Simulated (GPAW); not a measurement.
ZnHgO2:

```xyz
4
Lattice="4.0092 0.0000 0.0000 0.0000 4.0092 0.0000 0.0000 0.0000 3.3046" Properties=species:S:1:pos:R:3 pbc="T T T"
Zn    0.0000    0.0000    0.0000
Hg    2.0046    2.0046    1.6523
O     2.0046    0.0000    0.0000
O     0.0000    2.0046    0.0000
```

The cell was built by a generator and needn't be a form met in nature.

```yaml
Program: GPAW 26.7.0
Task: relaxation of cell and atoms
Functional: RPBE
Potentials_or_basis: the program's PAW data sets (release 1.2.1) made for this functional
Cutoff: 800 eV
Basis: pw
k_mesh: 5 × 5 × 6
Occupations: fermi-dirac, width 0.05 eV
Spin: no spin polarisation
```

At the start: pressure 4.9 GPa; volume 13.28 Å³/atom.

**Question.** Where does the relaxation end?

**Answer.** Over 8 steps the energy falls by 8.6 meV/atom and the volume is 13.87 Å³/atom (+4.5 %); space group P4/mmm (No. 123, to 0.05 Å).

The path:
| step | energy change (eV) | largest force (eV/Å) | pressure (GPa) | volume (Å³) |
| --- | --- | --- | --- | --- |
| 1 | 0.0000 | 0.0000 | 4.87 | 53.12 |
| 2 | -0.0070 | 0.0000 | 4.29 | 53.35 |
| 3 | -0.0333 | 0.0000 | 0.30 | 55.11 |
| 4 | -0.0335 | 0.0000 | 0.09 | 55.22 |
| 5 | -0.0336 | 0.0000 | 0.00 | 55.28 |
| 6 | -0.0339 | 0.0000 | -0.17 | 55.40 |
| 7 | -0.0342 | 0.0000 | -0.24 | 55.49 |
| 8 | -0.0344 | 0.0000 | -0.16 | 55.50 |

Final structure:
```
Zn Hg O
1.0
     4.06550    0.00000    0.00000
     0.00000    4.06550    0.00000
     0.00000    0.00000    3.35781
Zn Hg O
1 1 2
Direct
  0.00000 0.00000 0.00000
  0.50000 0.50000 0.50000
  0.50000 0.00000 0.00000
  0.00000 0.50000 0.00000
```

Caveat: later steps reuse the first step's grids.
